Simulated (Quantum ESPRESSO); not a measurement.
# ZrB (Cmmm) in Quantum ESPRESSO: convergence with k mesh

Aim: find how far k mesh must go before the results for ZrB settle, at r2SCAN. This setting moves, with any that are tied to it; all else stays.

Everything below comes from runs of Quantum ESPRESSO 7.5. Logs are shortened: lines on timing, memory, paths and dates and some standing lists are left out, and cuts for length are marked.

## Step 1: Starting point

The structure is orthorhombic, space group Cmmm (No. 65). The conventional cell has a = 3.923 Å, b = 3.971 Å, c = 4.014 Å, α = 90.00°, β = 90.00°, γ = 90.00°. Zr (site symmetry mmm) has 4 B at 1.96 to 1.99 Å as nearest neighbours. B (site symmetry mmm) is surrounded by 4 Zr at 1.96 to 1.99 Å.

The cell was built by a generator and needn't be a form met in nature.

## Step 2: With k mesh 1 × 1 × 1

Contents of pw.in:

```
&CONTROL
  calculation = 'scf'
  prefix = 'pwscf'
  outdir = './tmp'
  pseudo_dir = './pseudo'
  tprnfor = .true.
  tstress = .true.
  disk_io = 'nowf'
/
&SYSTEM
  ibrav = 0
  nat = 2
  ntyp = 2
  ecutwfc = 70
  nbnd = 13
  input_dft = 'r2scan'
  occupations = 'smearing'
  smearing = 'mp'
  degauss = 0.00734986
  nosym = .true.
/
&ELECTRONS
  conv_thr = 1d-08
  electron_maxstep = 120
  mixing_beta = 0.5
/
ATOMIC_SPECIES
Zr    91.2240 Zr_ONCV_PBE-1.2.upf
B     10.8100 B_ONCV_PBE-1.2.upf
CELL_PARAMETERS angstrom
   1.9614334600   -1.9857162700    0.0000000000
   1.9614334600    1.9857162700    0.0000000000
   0.0000000000    0.0000000000    4.0139456300
ATOMIC_POSITIONS crystal
Zr     0.0000000000    0.0000000000    0.5000000000
B      0.5000000000    0.5000000000    0.5000000000
K_POINTS automatic
1 1 1 0 0 0
```

Potentials or basis: SG15 PBE 1.2.

Command:

```bash
> OMP_NUM_THREADS=1 pw.x -in pw.in > pw.out
```

Run time: 2.2 s. Hardware: 1 thread of Arm Neoverse V2, shared host; peak memory 0.05 GiB.

Results:

* Free energy: -1360.5315 eV
* Pressure: 71.1 GPa
* Band gap on the k mesh: none (metal or under the smearing width)

## Step 3: With k mesh 2 × 2 × 2

pw.in: that of step 2 with these lines changed.

```diff
@@ -37,2 +37,2 @@
 K_POINTS automatic
-1 1 1 0 0 0
+2 2 2 0 0 0
```

Potentials or basis: SG15 PBE 1.2.

Command:

```bash
> OMP_NUM_THREADS=1 pw.x -in pw.in > pw.out
```

Run time: 8.8 s. Hardware: 1 thread of Arm Neoverse V2, shared host; peak memory 0.05 GiB.

Results:

- Free energy: -1364.0417 eV
- Pressure: 61.3 GPa
- Band gap on the k mesh: none (metal or under the smearing width)

## Step 4: With k mesh 4 × 4 × 3

pw.in: that of step 3 with these lines changed.

```diff
@@ -37,2 +37,2 @@
 K_POINTS automatic
-2 2 2 0 0 0
+4 4 3 0 0 0
```

Command:

```bash
> OMP_NUM_THREADS=1 pw.x -in pw.in > pw.out
```

Run time: 28 s. Hardware: 1 thread of Arm Neoverse V2, shared host; peak memory 0.06 GiB.

Results:

```yaml
Free_energy: -1362.7815 eV
Pressure: 77.3 GPa
Band_gap_on_the_k_mesh: none (metal or under the smearing width)
```

## Step 5: With k mesh 5 × 5 × 4

pw.in: that of step 4 with these lines changed.

```diff
@@ -37,2 +37,2 @@
 K_POINTS automatic
-4 4 3 0 0 0
+5 5 4 0 0 0
```

Command:

```bash
> OMP_NUM_THREADS=1 pw.x -in pw.in > pw.out
```

Run time: 51 s. Hardware: 1 thread of Arm Neoverse V2, shared host; peak memory 0.07 GiB.

What came out:

```
Free energy            : -1362.7689 eV
Pressure               : 70.3 GPa
Band gap on the k mesh : none (metal or under the smearing width)
```

## Step 6: With k mesh 6 × 6 × 4

pw.in: that of step 5 with these lines changed.

```diff
@@ -37,2 +37,2 @@
 K_POINTS automatic
-5 5 4 0 0 0
+6 6 4 0 0 0
```

Potentials or basis: SG15 PBE 1.2.

Command:

```bash
> OMP_NUM_THREADS=1 pw.x -in pw.in > pw.out
```

It took 78 s on 1 thread of Arm Neoverse V2, shared host; peak memory 0.08 GiB.

It converged, with:

```
Free energy            : -1362.6858 eV
Pressure               : 78.3 GPa
Band gap on the k mesh : none (metal or under the smearing width)
```

## Step 7: With k mesh 7 × 7 × 5

pw.in: that of step 6 with these lines changed.

```diff
@@ -37,2 +37,2 @@
 K_POINTS automatic
-6 6 4 0 0 0
+7 7 5 0 0 0
```

Command:

```bash
> OMP_NUM_THREADS=1 pw.x -in pw.in > pw.out
```

It took 2.3 min on 1 thread of Arm Neoverse V2, shared host; peak memory 0.1 GiB.

It converged, with:

```yaml
Free_energy: -1362.7620 eV
Pressure: 78.0 GPa
Band_gap_on_the_k_mesh: none (metal or under the smearing width)
```

## Step 8: With k mesh 8 × 8 × 6

pw.in: that of step 7 with these lines changed.

```diff
@@ -37,2 +37,2 @@
 K_POINTS automatic
-7 7 5 0 0 0
+8 8 6 0 0 0
```

Command:

```bash
> OMP_NUM_THREADS=1 pw.x -in pw.in > pw.out
```

Wall time 3.7 min (1 thread of Arm Neoverse V2, shared host); peak memory 0.13 GiB.

Results (log left out):

- Free energy: -1362.7636 eV
- Pressure: 76.8 GPa
- Band gap on the k mesh: none (metal or under the smearing width)

## Step 9: With k mesh 10 × 10 × 7

pw.in: that of step 8 with these lines changed.

```diff
@@ -37,2 +37,2 @@
 K_POINTS automatic
-8 8 6 0 0 0
+10 10 7 0 0 0
```

Potentials or basis: SG15 PBE 1.2.

Command:

```bash
> OMP_NUM_THREADS=1 pw.x -in pw.in > pw.out
```

Run time: 6.7 min. Hardware: 1 thread of Arm Neoverse V2, shared host; peak memory 0.19 GiB.

It converged, with:

| Item | Value |
| --- | --- |
| Free energy | -1362.7610 eV |
| Pressure | 77.2 GPa |
| Band gap on the k mesh | none (metal or under the smearing width) |

## Step 10: With k mesh 11 × 11 × 8

pw.in: that of step 9 with these lines changed.

```diff
@@ -37,2 +37,2 @@
 K_POINTS automatic
-10 10 7 0 0 0
+11 11 8 0 0 0
```

Potentials or basis: SG15 PBE 1.2.

Command:

```bash
> OMP_NUM_THREADS=1 pw.x -in pw.in > pw.out
```

pw.out:

```text
This program is part of the open-source Quantum ESPRESSO suite
     for quantum simulation of materials; please cite
         "P. Giannozzi et al., J. Phys.:Condens. Matter 21 395502 (2009);
         "P. Giannozzi et al., J. Phys.:Condens. Matter 29 465901 (2017);
         "P. Giannozzi et al., J. Chem. Phys. 152 154105 (2020);
     in publications or presentations arising from this work. More details at

     IMPORTANT: XC functional enforced from input :
     Exchange-correlation= R2SCAN
                           (   0   0   0   0   0 497 498)
     Any further DFT definition will be discarded
     Please, verify this is what you really want

     G-vector sticks info
     --------------------
     sticks:   dense  smooth     PW     G-vecs:    dense   smooth      PW
     Sum         617     617    185                16693    16693    2799

     Using Slab Decomposition

     bravais-lattice index     =            0
     lattice parameter (alat)  =       5.2744  a.u.
     unit-cell volume          =     211.0031 (a.u.)^3
     number of atoms/cell      =            2
     number of atomic types    =            2
     number of electrons       =        15.00
     number of Kohn-Sham states=           13
     kinetic-energy cutoff     =      70.0000  Ry
     charge density cutoff     =     280.0000  Ry
     scf convergence threshold =      1.0E-08
     mixing beta               =       0.5000
     number of iterations used =            8  plain     mixing
     Exchange-correlation= R2SCAN
                           (   0   0   0   0   0 497 498)

     celldm(1)=   5.274432  celldm(2)=   0.000000  celldm(3)=   0.000000
     celldm(4)=   0.000000  celldm(5)=   0.000000  celldm(6)=   0.000000

     crystal axes: (cart. coord. in units of alat)
               a(1) = (   0.702743  -0.711443   0.000000 )
               a(2) = (   0.702743   0.711443   0.000000 )
               a(3) = (   0.000000   0.000000   1.438118 )

     reciprocal axes: (cart. coord. in units 2 pi/alat)
               b(1) = (  0.711497 -0.702797  0.000000 )
               b(2) = (  0.711497  0.702797 -0.000000 )
               b(3) = ( -0.000000  0.000000  0.695353 )

     PseudoPot. # 1 for Zr read from file:
     Zr_ONCV_PBE-1.2.upf
     Pseudo is Norm-conserving, Zval = 12.0
     Generated using ONCVPSP code by D. R. Hamann
     Using radial grid of  602 points,  6 beta functions with:
                l(1) =   0
                l(2) =   0
                l(3) =   1
                l(4) =   1
                l(5) =   2
                l(6) =   2

     PseudoPot. # 2 for B  read from file:
     B_ONCV_PBE-1.2.upf
     Pseudo is Norm-conserving, Zval =  3.0
     Generated using ONCVPSP code by D. R. Hamann
     Using radial grid of  602 points,  4 beta functions with:
                l(1) =   0
                l(2) =   0
                l(3) =   1
                l(4) =   1

     atomic species   valence    mass     pseudopotential
     Zr               12.00    91.22400     Zr( 1.00)
     B                 3.00    10.81000     B ( 1.00)

     No symmetry found

   Cartesian axes

     site n.     atom                  positions (alat units)
         1        Zr     tau(   1) = (   0.0000000   0.0000000   0.7190592  )
         2        B      tau(   2) = (   0.7027434   0.0000000   0.7190592  )

     number of k points=   485  Methfessel-Paxton smearing, width (Ry)=  0.0073

     Number of k-points >= 100: set verbosity='high' to print them.

     Dense  grid:    16693 G-vectors     FFT dimensions: (  30,  30,  45)

     WARNING: libxc functional with ID  497 depends
      on external parameters: check the user_guide of
      QE if you need to modify them or to check their
      default values.

     WARNING: libxc functional with ID  498 depends
      on external parameters: check the user_guide of
      QE if you need to modify them or to check their
      default values.

     Initial potential from superposition of free atoms

     starting charge      14.8302, renormalised to      15.0000
     Starting wfcs are random

     Self-consistent Calculation

     iteration #  1     ecut=    70.00 Ry     beta= 0.50
     Davidson diagonalization with overlap
     ethr =  1.00E-02,  avg # of iterations =  9.2

     total energy              =    -100.00764206 Ry
     estimated scf accuracy    <       3.39172899 Ry

     iteration #  2     ecut=    70.00 Ry     beta= 0.50
     Davidson diagonalization with overlap
     ethr =  1.00E-02,  avg # of iterations =  1.0

     total energy              =    -100.15110895 Ry
     estimated scf accuracy    <       0.52992576 Ry

     iteration #  3     ecut=    70.00 Ry     beta= 0.50
     Davidson diagonalization with overlap
     ethr =  3.53E-03,  avg # of iterations =  1.0

     total energy              =    -100.15988620 Ry
     estimated scf accuracy    <       0.05304307 Ry

     iteration #  4     ecut=    70.00 Ry     beta= 0.50
     Davidson diagonalization with overlap
     ethr =  3.54E-04,  avg # of iterations =  1.8

     total energy              =    -100.16104841 Ry
     estimated scf accuracy    <       0.00035853 Ry

     iteration #  5     ecut=    70.00 Ry     beta= 0.50
     Davidson diagonalization with overlap
     ethr =  2.39E-06,  avg # of iterations =  6.5

     total energy              =    -100.16135701 Ry
     estimated scf accuracy    <       0.00014025 Ry

     iteration #  6     ecut=    70.00 Ry     beta= 0.50
     Davidson diagonalization with overlap
     ethr =  9.35E-07,  avg # of iterations =  1.0

     total energy              =    -100.16135987 Ry
     estimated scf accuracy    <       0.00003415 Ry

     iteration #  7     ecut=    70.00 Ry     beta= 0.50
     Davidson diagonalization with overlap
     ethr =  2.28E-07,  avg # of iterations =  1.0

     total energy              =    -100.16136113 Ry
     estimated scf accuracy    <       0.00000119 Ry

     iteration #  8     ecut=    70.00 Ry     beta= 0.50
     Davidson diagonalization with overlap
     ethr =  7.92E-09,  avg # of iterations =  2.0

     total energy              =    -100.16136133 Ry
     estimated scf accuracy    <       0.00000048 Ry

     iteration #  9     ecut=    70.00 Ry     beta= 0.50
     Davidson diagonalization with overlap
     ethr =  3.21E-09,  avg # of iterations =  1.3

     End of self-consistent calculation

     Number of k-points >= 100: set verbosity='high' to print the bands.

     the Fermi energy is    11.7206 ev

!    total energy              =    -100.16136137 Ry
     estimated scf accuracy    <          8.6E-09 Ry
     smearing contrib. (-TS)   =       0.00001775 Ry
     internal energy E=F+TS    =    -100.16137912 Ry

     The total energy is F=E-TS. E is the sum of the following terms:
     one-electron contribution =     -41.06572923 Ry
     hartree contribution      =      26.35249165 Ry
     xc contribution           =     -14.51660353 Ry
     ewald contribution        =     -70.93153801 Ry

     convergence has been achieved in   9 iterations

     Forces acting on atoms (cartesian axes, Ry/au):

     atom    1 type  1   force =     0.00000010   -0.00000015   -0.00000004
     atom    2 type  2   force =    -0.00000010    0.00000015    0.00000004

     Total force =     0.000000     Total SCF correction =     0.000004
     SCF correction compared to forces is large: reduce conv_thr to get better values

     Computing stress (Cartesian axis) and pressure

          total   stress  (Ry/bohr**3)                   (kbar)     P=      749.99
   0.00780587   0.00000000  -0.00000000         1148.28        0.00       -0.00
   0.00000000   0.00742566  -0.00000000            0.00     1092.35       -0.00
  -0.00000000  -0.00000000   0.00006356           -0.00       -0.00        9.35

=------------------------------------------------------------------------------=
   JOB DONE.
=------------------------------------------------------------------------------=
```

It took 7.7 min on 1 thread of Arm Neoverse V2, shared host; peak memory 0.24 GiB.

What came out:

* Free energy: -1362.7647 eV
* Pressure: 75.0 GPa
* Band gap on the k mesh: none (metal or under the smearing width)

## Step 11: Result

```tsv
k mesh	energy less the tightest run, at zero smearing (meV/atom)	pressure (GPa)	SCF cycles	CPU time (s)	peak memory (GiB)
1 × 1 × 1	1123.55	71.05	19	2.2	0.05
2 × 2 × 2	-637.75	61.26	11	8.8	0.05
4 × 4 × 3	-7.70	77.29	11	28	0.06
5 × 5 × 4	-1.79	70.30	10	51	0.07
6 × 6 × 4	39.68	78.29	10	78	0.08
7 × 7 × 5	1.39	78.00	11	140	0.1
8 × 8 × 6	0.51	76.79	11	220	0.13
10 × 10 × 7	1.88	77.17	11	400	0.19
11 × 11 × 8	0.00	75.00	9	460	0.24
```

Not settled before the last step: the energy (to 1 meV/atom), the pressure (to 0.1 GPa). Meshes of other sizes hit other points, so gaps and Fermi surfaces needn't settle smoothly. The tightest run that finished is the yardstick and may itself not be fully converged.

Caveats: the potentials were made for another functional, which shifts forces and pressure; a pressure of tens of GPa on the cell as given is suspect, and the run, the potentials or the cell itself is likely at fault.
